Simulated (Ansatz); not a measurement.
**CH₄AlSe radical: one species, many methods**

The task here is to estimate one member of a computed series from the others.

Method: functionals in def2-TZVPP, the program's frozen cores in correlated methods; program: Ansatz 0.2.0, Gaussian basis.

Levels to be run: LDA (SPW92), PBE-D4, revPBE-D4, BLYP-D4, r2SCAN-D4, B97M-V, PBE0-D4, B3LYP-D4, r2SCANh-D4, r2SCAN0-D4, HSE06-D4, BHLYP-D4, CAM-B3LYP-D4, LC-ωPBE, ωB97X-V, ωB97M-V, B2PLYP, PBE-QIDH; CCSD(T)/def2-SVP; CCSD(T)/def2-TZVPP; MP2/def2-QZVPP; extrapolation to the limit; RPA on PBE.

### The geometry

All runs share one geometry, relaxed beforehand with PBE0-D4 in a triple-zeta def2 set.

SMILES `[CH3][Al][SeH]`, 7 atoms, charge 0, spin multiplicity 2.

Atoms are counted from 1 here; the program's logs count them from 0.

Bond lengths: C1–Al2 1.965 Å, C1–H4 1.095 Å, C1–H5 1.095 Å, C1–H6 1.091 Å, Al2–Se3 2.344 Å, Se3–H7 1.468 Å. Angles: Al2–C1–H4 109.3°, Al2–C1–H5 109.8°, Al2–C1–H6 112.9°, H4–C1–H5 107.8°, H4–C1–H6 108.2°, H5–C1–H6 108.6°, C1–Al2–Se3 114.9°, Al2–Se3–H7 93.0°.

The first run:

Contents of in.yaml:

```yaml
crystal:
  periodic: [false, false, false]
  atoms:
    - {symbol: C, position_ang: [-1.164250, 0.374926, -0.315880]}
    - {symbol: Al, position_ang: [0.169670, -0.590393, 0.757429]}
    - {symbol: Se, position_ang: [2.387243, -0.335758, 0.041059]}
    - {symbol: H, position_ang: [-1.246563, -0.096938, -1.300678]}
    - {symbol: H, position_ang: [-0.841228, 1.409829, -0.466609]}
    - {symbol: H, position_ang: [-2.154531, 0.381735, 0.142597]}
    - {symbol: H, position_ang: [2.910959, -1.211501, 1.096282]}
basis:
  gaussian: {orbitals: def2-TZVPP}
magnetization: {spin_polarized: true, initial_magnetization: 1}
hamiltonian: {xc: lda}
output: {orbitals: {seedname: orbitals}}
```

Steps of the session up to this table: LDA; PBE-D4 (GGA); revPBE-D4 (GGA); BLYP-D4 (GGA); r2SCAN-D4 (meta-GGA); B97M-V (meta-GGA); PBE0-D4 (hybrid); B3LYP-D4 (hybrid); r2SCANh-D4 (hybrid); r2SCAN0-D4 (hybrid); HSE06-D4 (hybrid); BHLYP-D4 (hybrid); CAM-B3LYP-D4 (range-separated); LC-ωPBE-D4 (range-separated; the results give it without D4); ωB97X-V (range-separated); ωB97M-V (range-separated); B2PLYP (double hybrid); PBE-QIDH (double hybrid).

One table of the session follows, with a row left open; its other results are not shown here.

It belongs to the step «Orbital energies across the functionals». 

```
  functional  HOMO (eV)  LUMO (eV)  gap (eV)
 LDA (SPW92)      -4.55      -3.50      1.05
      PBE-D4      -4.56      -3.15      1.41
   revPBE-D4      -4.54      -3.01      1.53
     BLYP-D4      -4.35      -3.18      1.17
   r2SCAN-D4      -4.86      -2.74      2.12
      B97M-V      -4.51      -3.43      1.08
     PBE0-D4      -5.55      -2.38      3.17
    B3LYP-D4          ?          ?         ?
  r2SCANh-D4      -5.22      -2.51      2.71
  r2SCAN0-D4      -5.76      -2.18      3.58
    HSE06-D4      -5.16      -2.75      2.41
    BHLYP-D4      -6.36      -1.75      4.61
CAM-B3LYP-D4      -6.69      -1.62      5.07
     LC-ωPBE      -8.05      -0.32      7.72
     ωB97X-V      -7.58      -0.81      6.77
     ωB97M-V      -7.17      -0.95      6.22
```

**Question.** Estimate the row for B3LYP-D4.

Worked estimate for «HOMO (eV)». Against the share of exact exchange, BLYP-D4 (0, -4.35), BHLYP-D4 (0.5, -6.36) give a slope of -4.02 per unit share; at 0.2 the line stands at -5.15.

**Answer.** HOMO (eV): -5.30; LUMO (eV): -2.75; gap (eV): 2.55. In «HOMO (eV)» the line misses by +0.15.
